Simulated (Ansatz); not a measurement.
**CH7AlO2Si: up Jacob's ladder to CCSD(T)**

An exercise on one series of results from a longer session: the logs are not shown, and one member is left open.

Computed with Ansatz 0.2.0, Gaussian basis. Level: functionals in def2-TZVPP, the program's frozen cores in correlated methods.

Plan: LDA (SPW92), PBE-D4, revPBE-D4, BLYP-D4, r2SCAN-D4, B97M-V, PBE0-D4, B3LYP-D4, r2SCANh-D4, r2SCAN0-D4, HSE06-D4, BHLYP-D4, CAM-B3LYP-D4, LC-ωPBE, ωB97X-V, ωB97M-V, B2PLYP, PBE-QIDH; CCSD(T)/def2-SVP; CCSD(T)/def2-TZVPP; MP2/def2-QZVPP; extrapolation to the limit; RPA on PBE.

### The geometry

The geometry comes from an earlier relaxation with PBE0-D4 in a triple-zeta def2 set; it is a stationary point, not always the lowest conformer.

SMILES `[CH3][Al]([OH])[O][SiH3]`, 12 atoms, charge 0, spin multiplicity 1.

Atoms are counted from 1 here; the program's logs count them from 0.

Bond lengths: C1–Al2 1.933 Å, C1–H6 1.092 Å, C1–H7 1.094 Å, C1–H8 1.094 Å, Al2–O3 1.693 Å, Al2–O4 1.687 Å, O3–H9 0.956 Å, O4–Si5 1.620 Å, Si5–H10 1.488 Å, Si5–H11 1.488 Å, Si5–H12 1.489 Å. Angles: Al2–C1–H6 111.6°, Al2–C1–H7 110.9°, Al2–C1–H8 111.1°, H6–C1–H7 107.9°, H6–C1–H8 108.3°, H7–C1–H8 106.7°, C1–Al2–O3 119.5°, C1–Al2–O4 121.5°, O3–Al2–O4 119.0°, Al2–O3–H9 123.2°, Al2–O4–Si5 173.1°, O4–Si5–H10 110.2°, O4–Si5–H11 110.3°, O4–Si5–H12 110.7°, H10–Si5–H11 108.6°, H10–Si5–H12 108.5°, H11–Si5–H12 108.4°.

Set-up of the first run:

File in.yaml:

```yaml
crystal:
  periodic: [false, false, false]
  atoms:
    - {symbol: C, position_ang: [2.025312, 0.990444, -0.276739]}
    - {symbol: Al, position_ang: [0.652259, 0.063832, 0.719422]}
    - {symbol: O, position_ang: [0.916764, -0.317034, 2.347971]}
    - {symbol: O, position_ang: [-0.808697, -0.380768, 0.002478]}
    - {symbol: Si, position_ang: [-2.150317, -0.710650, -0.842546]}
    - {symbol: H, position_ang: [2.856269, 1.289035, 0.365191]}
    - {symbol: H, position_ang: [2.425401, 0.355071, -1.072476]}
    - {symbol: H, position_ang: [1.625417, 1.886011, -0.760407]}
    - {symbol: H, position_ang: [0.277018, -0.776847, 2.888824]}
    - {symbol: H, position_ang: [-2.040204, -2.050290, -1.481083]}
    - {symbol: H, position_ang: [-3.339014, -0.709046, 0.052960]}
    - {symbol: H, position_ang: [-2.363209, 0.305241, -1.909695]}
basis:
  gaussian: {orbitals: def2-TZVPP}
hamiltonian: {xc: lda}
output: {orbitals: {seedname: orbitals}}
```

Launch:

```console
ansatz run in.yaml --threads 4 --pin off --events-out ev --progress --plain --max-ram 10444MiB
```

Among the steps run: LDA; PBE-D4 (GGA); revPBE-D4 (GGA); BLYP-D4 (GGA); r2SCAN-D4 (meta-GGA); B97M-V (meta-GGA); B3LYP-D4 (hybrid); r2SCANh-D4 (hybrid); r2SCAN0-D4 (hybrid); HSE06-D4 (hybrid); BHLYP-D4 (hybrid); CAM-B3LYP-D4 (range-separated); LC-ωPBE (range-separated); ωB97X-V (range-separated); ωB97M-V (range-separated); B2PLYP (double hybrid); PBE-QIDH (double hybrid).

One of the session's tables, all rows but one given; the rest of the session is left out.

```
  functional  HOMO (eV)  gap (eV)
 LDA (SPW92)      -7.10      5.74
      PBE-D4      -6.98      5.83
   revPBE-D4      -6.93      5.90
     BLYP-D4      -6.88      5.79
   r2SCAN-D4          ?         ?
      B97M-V      -7.41      6.36
     PBE0-D4      -8.40      8.09
    B3LYP-D4      -8.18      7.58
  r2SCANh-D4      -7.84      7.43
  r2SCAN0-D4      -8.62      8.59
    HSE06-D4      -8.00      7.31
    BHLYP-D4      -9.73     10.11
CAM-B3LYP-D4      -9.83     10.35
     LC-ωPBE     -11.18     12.97
     ωB97X-V     -10.84     12.39
     ωB97M-V     -10.70     11.89
```

Q: Estimate the row for r2SCAN-D4 from the others.

Worked estimate for «HOMO (eV)». Against the share of exact exchange, r2SCANh-D4 (0.1, -7.84), r2SCAN0-D4 (0.25, -8.62) give a slope of -5.20 per unit share; at 0 the line stands at -7.32.

As computed: HOMO (eV): -7.31; gap (eV): 6.64. In «HOMO (eV)» the line misses by -0.01.
